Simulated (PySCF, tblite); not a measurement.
# C7H11OP: geometry, infrared bands and NMR shifts

What infrared bands and NMR shifts should C7H11OP (`C=C[P@]1(=O)CC=C(C)C1`) show?

The runs use tblite 0.8.0 and PySCF 2.14.0, with density-fitted response routines of our own; the level of theory stands in each step. All values are computed, except where a source is named. Atoms count from 0, in the outputs and in this text.

## Step 1: The starting structure

20 atoms, charge 0, multiplicity 1; geometry from: force field or distance geometry start.

Bonds of the start (Å): C0–C1 1.35, C1–P2 1.76, P2–O3 1.49, P2–C4 1.81, C4–C5 1.50, C5–C6 1.34, C6–C7 1.49, C6–C8 1.51, C8–P2 1.82, C0–H9 1.08, C0–H10 1.08, C1–H11 1.07, C4–H12 1.09, C4–H13 1.10, C5–H14 1.08, C7–H15 1.10, C7–H16 1.10, C7–H17 1.08, C8–H18 1.10, C8–H19 1.10.

## Step 2: Optimising the geometry with GFN2-xTB

The job: settings as JSON, then the geometry in Å.

```
{"job": {"kind": "relax", "xc": "GFN2-xTB", "basis": "xTB"}, "charge": 0, "multiplicity": 1}
C      3.218100     0.962800    -0.307200
C      1.909400     0.661200    -0.468700
P      1.079500    -0.482700     0.582400
O      1.720000    -1.192600     1.720700
C      0.257300    -1.613000    -0.574000
C     -1.123800    -1.039200    -0.739500
C     -1.465200    -0.029800     0.079200
C     -2.791200     0.646900     0.092600
C     -0.423600     0.412700     1.078600
H      3.699300     1.671400    -0.960600
H      3.796300     0.510000     0.485100
H      1.355300     1.127600    -1.260700
H      0.195600    -2.618500    -0.151900
H      0.789100    -1.652200    -1.541500
H     -1.798500    -1.443200    -1.475300
H     -3.472200     0.221800    -0.654100
H     -3.275700     0.533300     1.069100
H     -2.684100     1.704600    -0.122800
H     -0.271700     1.500800     1.048500
H     -0.719100     0.128800     2.096900
```

On the command line:

```sh
OMP_NUM_THREADS=1 python probes_run.py task.json out
```

This one command runs all jobs of the session in turn.

**Question.** This job is followed by: GFN2-xTB harmonic vibrations, gas phase; GIAO PBE0/pcSseg-1 NMR shielding, non-relativistic, gas phase. What will the session give for the following? strongest single infrared mode (GFN2-xTB); zero-point energy (GFN2-xTB); 13C shifts against TMS (PBE0/pcSseg-1); 1H shifts against TMS (PBE0/pcSseg-1, means over atoms taken as alike); 31P shifts against H3PO4 (PBE0/pcSseg-1); 17O shifts against H2O (PBE0/pcSseg-1); surface potential, 1st and 99th percentile.

**Answer**, as computed:

| quantity | value |
| --- | --- |
| strongest single infrared mode (GFN2-xTB) | 1280 cm⁻¹, 289 km/mol |
| zero-point energy (GFN2-xTB) | 100.3 kcal/mol |
| 13C shifts against TMS (PBE0/pcSseg-1) | 144.5, 142.4, 140.1, 127.6, 39.9, 37.8, 24.0 ppm |
| 1H shifts against TMS (PBE0/pcSseg-1, means over atoms taken as alike) | 6.89, 6.56, 6.43, 5.67, 2.80, 2.63, 2.26, 1.98, 1.84 ppm |
| 31P shifts against H3PO4 (PBE0/pcSseg-1) | 32.3 ppm |
| 17O shifts against H2O (PBE0/pcSseg-1) | 95.2 ppm |
| surface potential, 1st and 99th percentile | -2.30 V and 0.95 V |

Over 85 steps the energy fell by 0.226 eV; of the close pairs, C1–P2 changed most, 1.761 to 1.813 Å. All 54 modes are real, so the xTB geometry is a minimum. The strongest single mode, at 1280 cm⁻¹, moves mainly O3 and P2. GFN2-xTB is a fitted tight-binding method: band positions and strengths are rough. Its intensities can rank the bands wrongly. At PBE0/pcSseg-1: The largest span, 317 ppm, is at P2, where the paramagnetic term is -678 ppm. At PBE0/pcSseg-1, counted by nearest atom on the grid, the HOMO lies on C5, C6 about 31 % each, the LUMO on C0, C1 about 29 % each; H9, H10 about 9 % each.
